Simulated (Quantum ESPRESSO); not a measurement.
# TiH5 in Quantum ESPRESSO: work function with PBE

Aim: the work function of TiH5 with PBE.

All numbers are computed with Quantum ESPRESSO 7.5; they aren't measurements. Logs are shortened: lines on timing, memory, paths and dates and some standing lists are left out, and cuts for length are marked.

### 1 Starting point

The cell holds a sheet with vacuum, 6 atoms: a = 3.058 Å, b = 3.058 Å, c = 30.887 Å, α = 90.00°, β = 90.00°, γ = 120.00°.

The cell was built by a generator and needn't be a form met in nature.

### 2 Work function, PBE

pw.in

```
&CONTROL
  calculation = 'scf'
  prefix = 'pwscf'
  outdir = './tmp'
  pseudo_dir = './pseudo'
  tprnfor = .true.
  disk_io = 'low'
/
&SYSTEM
  ibrav = 0
  celldm(1) = 8
  nat = 6
  ntyp = 2
  ecutwfc = 84
  nbnd = 15
  occupations = 'smearing'
  smearing = 'fd'
  degauss = 0.00367493
/
&ELECTRONS
  conv_thr = 6d-09
  electron_maxstep = 150
  mixing_beta = 0.3
  mixing_mode = 'local-TF'
/
ATOMIC_SPECIES
Ti    47.8670 Ti.upf
H      1.0080 H.upf
CELL_PARAMETERS alat
  0.7222391518860   0.0000000000000   0.0000000000000
 -0.3611195759430   0.6254757256746   0.0000000000000
  0.0000000000000   0.0000000000000   7.2959396596308
ATOMIC_POSITIONS crystal
Ti     0.6666700000    0.3333300000    0.2752000000
H      0.3333300000    0.6666700000    0.3100500000
H      0.3333300000    0.6666700000    0.2403500000
H      0.6666700000    0.3333300000    0.2178000000
H      0.6666700000    0.3333300000    0.3326000000
H      0.0000000000    0.0000000000    0.2752000000
K_POINTS automatic
10 10 1 0 0 0
```

pp_density.in

```
&INPUTPP
  prefix = 'pwscf'
  outdir = './tmp'
  filplot = 'density.dat'
  plot_num = 0
/
&PLOT
  nfile = 1
  filepp(1) = 'density.dat'
  iflag = 3
  output_format = 6
  fileout = 'density.cube'
/
```

pp_potential.in

```
&INPUTPP
  prefix = 'pwscf'
  outdir = './tmp'
  filplot = 'potential.dat'
  plot_num = 11
/
&PLOT
  nfile = 1
  filepp(1) = 'potential.dat'
  iflag = 3
  output_format = 6
  fileout = 'potential.cube'
/
```

pp_elf.in

```
&INPUTPP
  prefix = 'pwscf'
  outdir = './tmp'
  filplot = 'elf.dat'
  plot_num = 8
/
&PLOT
  nfile = 1
  filepp(1) = 'elf.dat'
  iflag = 3
  output_format = 6
  fileout = 'elf.cube'
/
```

Potentials or basis: PseudoDojo 0.4.1 SR PBE standard.

The run is started by

```
> OMP_NUM_THREADS=1 pw.x -in pw.in > pw.out
> OMP_NUM_THREADS=1 pp.x -in pp_density.in > pp_density.out
> OMP_NUM_THREADS=1 pp.x -in pp_potential.in > pp_potential.out
> OMP_NUM_THREADS=1 pp.x -in pp_elf.in > pp_elf.out
```

pw.out:

```text
This program is part of the open-source Quantum ESPRESSO suite
     for quantum simulation of materials; please cite
[... 9 lines left out ...]
     --------------------
     sticks:   dense  smooth     PW     G-vecs:    dense   smooth      PW
     Sum         769     769    223               175421   175421   27707

     Using Slab Decomposition

     bravais-lattice index     =            0
     lattice parameter (alat)  =       8.0000  a.u.
     unit-cell volume          =    1687.4957 (a.u.)^3
     number of atoms/cell      =            6
     number of atomic types    =            2
     number of electrons       =        17.00
     number of Kohn-Sham states=           15
     kinetic-energy cutoff     =      84.0000  Ry
     charge density cutoff     =     336.0000  Ry
     scf convergence threshold =      6.0E-09
     mixing beta               =       0.3000
     number of iterations used =            8  local-TF  mixing
     Exchange-correlation= PBE
                           (   1   4   3   4   0   0   0)

     celldm(1)=   8.000000  celldm(2)=   0.000000  celldm(3)=   0.000000
     celldm(4)=   0.000000  celldm(5)=   0.000000  celldm(6)=   0.000000

     crystal axes: (cart. coord. in units of alat)
               a(1) = (   0.722239   0.000000   0.000000 )
               a(2) = (  -0.361120   0.625476   0.000000 )
               a(3) = (   0.000000   0.000000   7.295940 )

     reciprocal axes: (cart. coord. in units 2 pi/alat)
               b(1) = (  1.384583  0.799392 -0.000000 )
               b(2) = (  0.000000  1.598783  0.000000 )
               b(3) = (  0.000000 -0.000000  0.137063 )

     PseudoPot. # 1 for Ti read from file:
     Ti.upf
     Pseudo is Norm-conserving + core correction, Zval = 12.0
     Generated using ONCVPSP code by D. R. Hamann
     Using radial grid of 1586 points,  6 beta functions with:
                l(1) =   0
                l(2) =   0
                l(3) =   1
                l(4) =   1
                l(5) =   2
                l(6) =   2

     PseudoPot. # 2 for H  read from file:
     H.upf
     Pseudo is Norm-conserving, Zval =  1.0
     Generated using ONCVPSP code by D. R. Hamann
     Using radial grid of 1166 points,  3 beta functions with:
                l(1) =   0
                l(2) =   0
                l(3) =   1

     atomic species   valence    mass     pseudopotential
     Ti               12.00    47.86700     Ti( 1.00)
     H                 1.00     1.00800     H ( 1.00)

      2 Sym. Ops. (no inversion) found

   Cartesian axes

     site n.     atom                  positions (alat units)
         1        Ti     tau(   1) = (   0.3611232   0.2084898   2.0078426  )
         2        H      tau(   2) = (  -0.0000036   0.4169859   2.2621061  )
         3        H      tau(   3) = (  -0.0000036   0.4169859   1.7535791  )
         4        H      tau(   4) = (   0.3611232   0.2084898   1.5890557  )
         5        H      tau(   5) = (   0.3611232   0.2084898   2.4266295  )
         6        H      tau(   6) = (   0.0000000   0.0000000   2.0078426  )

     number of k points=    31  Fermi-Dirac smearing, width (Ry)=  0.0037
                       cart. coord. in units 2pi/alat
        k(    1) = (   0.0000000   0.0000000   0.0000000), wk =   0.0200000
        k(    2) = (   0.0000000   0.1598783   0.0000000), wk =   0.0400000
        k(    3) = (   0.0000000   0.3197566   0.0000000), wk =   0.0400000
        k(    4) = (   0.0000000   0.4796349   0.0000000), wk =   0.0400000
        k(    5) = (   0.0000000   0.6395132   0.0000000), wk =   0.0400000
        k(    6) = (   0.0000000  -0.7993915   0.0000000), wk =   0.0200000
[... 23 lines left out ...]
        k(   30) = (  -0.6922915  -0.2398175   0.0000000), wk =   0.0800000
        k(   31) = (  -0.6922915  -0.0799392   0.0000000), wk =   0.0800000

     Dense  grid:   175421 G-vectors     FFT dimensions: (  36,  36, 360)

     Initial potential from superposition of free atoms

     starting charge      16.9984, renormalised to      17.0000

     negative rho (up, down):  3.862E-05 0.000E+00
     Starting wfcs are   15 randomized atomic wfcs

     Self-consistent Calculation

     iteration #  1     ecut=    84.00 Ry     beta= 0.30
     Davidson diagonalization with overlap
     ethr =  1.00E-02,  avg # of iterations =  5.1

     negative rho (up, down):  3.353E-07 0.000E+00

     total energy              =    -124.48448809 Ry
     estimated scf accuracy    <       0.20948781 Ry

     iteration #  2     ecut=    84.00 Ry     beta= 0.30
     Davidson diagonalization with overlap
     ethr =  1.23E-03,  avg # of iterations =  1.0

     negative rho (up, down):  3.145E-08 0.000E+00

     total energy              =    -124.44540407 Ry
     estimated scf accuracy    <       0.11564235 Ry

     iteration #  3     ecut=    84.00 Ry     beta= 0.30
     Davidson diagonalization with overlap
     ethr =  6.80E-04,  avg # of iterations =  1.7

     total energy              =    -124.45353543 Ry
     estimated scf accuracy    <       0.03809095 Ry

     iteration #  4     ecut=    84.00 Ry     beta= 0.30
     Davidson diagonalization with overlap
     ethr =  2.24E-04,  avg # of iterations =  1.8

     total energy              =    -124.44840232 Ry
     estimated scf accuracy    <       0.02485530 Ry
[... 105 lines left out ...]
     iteration # 17     ecut=    84.00 Ry     beta= 0.30
     Davidson diagonalization with overlap
     ethr =  5.02E-09,  avg # of iterations =  2.1

     negative rho (up, down):  4.653E-05 0.000E+00

     total energy              =    -124.44829165 Ry
     estimated scf accuracy    <       0.00000011 Ry

     iteration # 18     ecut=    84.00 Ry     beta= 0.30
     Davidson diagonalization with overlap
     ethr =  6.67E-10,  avg # of iterations =  5.3

     negative rho (up, down):  3.254E-05 0.000E+00

     total energy              =    -124.44829171 Ry
     estimated scf accuracy    <       0.00000001 Ry

     iteration # 19     ecut=    84.00 Ry     beta= 0.30
     Davidson diagonalization with overlap
     ethr =  8.13E-11,  avg # of iterations =  1.7

     End of self-consistent calculation

          k = 0.0000 0.0000 0.0000 ( 22185 PWs)   bands (ev):

   -61.1204 -37.2973 -37.2566 -37.2565 -13.3536  -9.4063  -8.1845  -3.8448
    -3.8447  -2.0337  -2.0336  -0.9291  -0.8492   0.1251   1.6887

          k = 0.0000 0.1599 0.0000 ( 22043 PWs)   bands (ev):

   -61.1154 -37.2950 -37.2920 -37.2644 -13.1150  -9.2907  -8.1045  -4.5585
    -3.6675  -2.5128  -2.0840  -0.4345  -0.1274   0.2515   1.8822

          k = 0.0000 0.3198 0.0000 ( 22009 PWs)   bands (ev):

   -61.1025 -37.3946 -37.2850 -37.2780 -12.4373  -8.9560  -7.9576  -5.6417
    -3.2572  -3.1677  -2.2129   0.2509   0.5164   0.8999   2.4163

          k = 0.0000 0.4796 0.0000 ( 21934 PWs)   bands (ev):

   -61.0864 -37.5156 -37.3103 -37.2607 -11.4384  -8.4483  -8.0520  -6.2766
    -3.9963  -2.4550  -2.3673   0.5568   0.6218   1.3250   3.2381

          k = 0.0000 0.6395 0.0000 ( 21860 PWs)   bands (ev):

   -61.0734 -37.6118 -37.3306 -37.2467 -10.3385  -8.4955  -7.8924  -6.4629
    -4.6596  -2.4884  -1.7598   0.1493   0.4691   1.7094   4.1982

          k = 0.0000-0.7994 0.0000 ( 21854 PWs)   bands (ev):

   -61.0684 -37.6482 -37.3384 -37.2413  -9.6505  -8.8910  -7.6069  -6.5404
    -4.9774  -2.5338  -1.4507  -0.1007   0.3843   1.9228   4.2670

          k = 0.1385 0.0799 0.0000 ( 22043 PWs)   bands (ev):

   -61.1154 -37.2950 -37.2920 -37.2644 -13.1150  -9.2907  -8.1045  -4.5585
    -3.6674  -2.5128  -2.0839  -0.4345  -0.1274   0.2515   1.8822

          k = 0.1385 0.2398 0.0000 ( 22009 PWs)   bands (ev):

   -61.1065 -37.3611 -37.2823 -37.2815 -12.6561  -9.0650  -7.9884  -5.3792
    -3.3226  -3.0258  -2.2203   0.1052   0.4318   0.6792   2.2454

          k = 0.1385 0.3997 0.0000 ( 21971 PWs)   bands (ev):

   -61.0920 -37.4644 -37.3114 -37.2667 -11.8122  -8.6396  -7.9607  -6.1291
    -3.6510  -2.6997  -2.4690   0.5761   0.7133   1.1679   2.9106

          k = 0.1385 0.5596 0.0000 ( 21902 PWs)   bands (ev):

   -61.0774 -37.5656 -37.3415 -37.2510 -10.7436  -8.2762  -8.0882  -6.4071
    -4.3036  -2.6974  -1.9702   0.4084   0.6320   1.4558   3.8059

          k = 0.1385 0.7195 0.0000 ( 21874 PWs)   bands (ev):

   -61.0684 -37.6274 -37.3601 -37.2413  -9.7550  -8.7430  -7.6139  -6.5194
    -4.8297  -2.8184  -1.4375  -0.0739   0.5139   1.7199   4.1157

          k = 0.2769 0.1599 0.0000 ( 22009 PWs)   bands (ev):
[... 29 lines left out ...]
          k = 0.4154 0.2398 0.0000 ( 21934 PWs)   bands (ev):

   -61.0864 -37.5156 -37.3102 -37.2607 -11.4384  -8.4484  -8.0520  -6.2766
    -3.9963  -2.4550  -2.3673   0.5568   0.6218   1.3250   3.2381

          k = 0.4154 0.3997 0.0000 ( 21902 PWs)   bands (ev):

   -61.0774 -37.5657 -37.3415 -37.2510 -10.7437  -8.2762  -8.0882  -6.4071
    -4.3037  -2.6973  -1.9702   0.4084   0.6320   1.4558   3.8059

          k = 0.4154 0.5596 0.0000 ( 21918 PWs)   bands (ev):

   -61.0684 -37.5835 -37.4055 -37.2413  -9.8782  -8.5479  -7.6249  -6.4856
    -4.4795  -3.3620  -1.3924   0.0246   0.7020   1.2209   3.7150

          k = 0.4154 0.7195 0.0000 ( 21924 PWs)   bands (ev):

   -61.0628 -37.5625 -37.4773 -37.2353  -9.2350  -8.6483  -7.2375  -6.6083
    -4.5503  -3.9200  -0.9339  -0.3750   0.6896   0.7115   4.5138

          k = 0.4154-0.0799 0.0000 ( 21971 PWs)   bands (ev):

   -61.0920 -37.4644 -37.3114 -37.2667 -11.8123  -8.6396  -7.9607  -6.1291
    -3.6510  -2.6997  -2.4690   0.5760   0.7133   1.1679   2.9106

          k = 0.5538 0.3198 0.0000 ( 21860 PWs)   bands (ev):

   -61.0734 -37.6118 -37.3306 -37.2467 -10.3385  -8.4955  -7.8925  -6.4629
    -4.6597  -2.4884  -1.7598   0.1492   0.4691   1.7095   4.1982

          k = 0.5538 0.4796 0.0000 ( 21874 PWs)   bands (ev):

   -61.0684 -37.6274 -37.3601 -37.2413  -9.7550  -8.7430  -7.6139  -6.5195
    -4.8297  -2.8183  -1.4375  -0.0740   0.5139   1.7200   4.1157

          k = 0.5538 0.6395 0.0000 ( 21872 PWs)   bands (ev):

   -61.0643 -37.6003 -37.4248 -37.2370  -9.2887  -8.8025  -7.3496  -6.5736
    -4.7488  -3.4757  -1.1116  -0.2796   0.6499   1.1353   4.3833

          k = 0.5538 0.7994 0.0000 ( 21924 PWs)   bands (ev):

   -61.0628 -37.5625 -37.4773 -37.2353  -9.2350  -8.6484  -7.2375  -6.6083
    -4.5503  -3.9201  -0.9339  -0.3750   0.6895   0.7115   4.5138

          k = 0.5538-0.1599 0.0000 ( 21902 PWs)   bands (ev):

   -61.0774 -37.5657 -37.3415 -37.2510 -10.7437  -8.2762  -8.0881  -6.4071
    -4.3036  -2.6974  -1.9701   0.4084   0.6319   1.4557   3.8058

          k = 0.5538 0.0000 0.0000 ( 21911 PWs)   bands (ev):

   -61.0789 -37.5348 -37.3592 -37.2527 -10.8850  -8.1900  -8.1573  -6.3843
    -4.0366  -2.9710  -2.0289   0.6125   0.7491   1.2314   3.5218

          k =-0.6923-0.3997 0.0000 ( 21854 PWs)   bands (ev):

   -61.0684 -37.6483 -37.3383 -37.2413  -9.6505  -8.8910  -7.6069  -6.5404
    -4.9774  -2.5338  -1.4507  -0.1007   0.3843   1.9228   4.2670

          k =-0.6923-0.2398 0.0000 ( 21874 PWs)   bands (ev):

   -61.0684 -37.6274 -37.3601 -37.2413  -9.7550  -8.7430  -7.6139  -6.5195
    -4.8297  -2.8183  -1.4375  -0.0740   0.5139   1.7200   4.1156

          k =-0.6923-0.0799 0.0000 ( 21918 PWs)   bands (ev):

   -61.0684 -37.5835 -37.4055 -37.2413  -9.8782  -8.5480  -7.6249  -6.4856
    -4.4795  -3.3620  -1.3924   0.0247   0.7020   1.2208   3.7148

     the Fermi energy is    -4.2980 ev

!    total energy              =    -124.44829183 Ry
     estimated scf accuracy    <          1.6E-09 Ry
     smearing contrib. (-TS)   =      -0.00077539 Ry
     internal energy E=F+TS    =    -124.44751644 Ry

     The total energy is F=E-TS. E is the sum of the following terms:
     one-electron contribution =   -1054.50280064 Ry
     hartree contribution      =     523.81785073 Ry
     xc contribution           =     -20.83463066 Ry
     ewald contribution        =     427.07206413 Ry

     convergence has been achieved in  19 iterations

     Forces acting on atoms (cartesian axes, Ry/au):

     atom    1 type  1   force =     0.00000000    0.00001028   -0.00000018
     atom    2 type  2   force =     0.00000000   -0.00000033   -0.00026216
     atom    3 type  2   force =     0.00000000   -0.00000033    0.00026221
     atom    4 type  2   force =     0.00000000   -0.00000135   -0.00009651
     atom    5 type  2   force =     0.00000000   -0.00000135    0.00009654
     atom    6 type  2   force =     0.00000000   -0.00000692    0.00000009

     Total force =     0.000395     Total SCF correction =     0.000009

=------------------------------------------------------------------------------=
   JOB DONE.
=------------------------------------------------------------------------------=
```

Run time: 7.1 min. Hardware: 1 thread of AMD EPYC (Zen 3), shared host; peak memory 0.44 GiB.

Results:

| Item | Value |
| --- | --- |
| Free energy | -1693.2053 eV |
| Largest force | 0.007 eV/Å |
| Band gap on the k mesh | none (metal or under the smearing width) |
| Work function of the upper face | 6.06 eV |
| Work function of the lower face | 6.06 eV |

Forces on the atoms (eV/Å):
```
Ti   0.000  0.000  0.000
H    0.000  0.000 -0.007
H    0.000  0.000  0.007
H    0.000  0.000 -0.002
H    0.000  0.000  0.002
H    0.000  0.000  0.000
```

Levels at points of the mesh, in eV from the Fermi level:
```csv
k point,band 7,band 8,band 9,band 10,band 11,band 12
"(0.00, 0.00, 0.00)",-3.89,0.45,0.45,2.26,2.26,3.37
"(0.00, -0.50, 0.00)",-3.31,-2.24,-0.68,1.76,2.85,4.20
"(-0.50, 0.00, 0.00)",-3.31,-2.24,-0.68,1.76,2.85,4.20
```
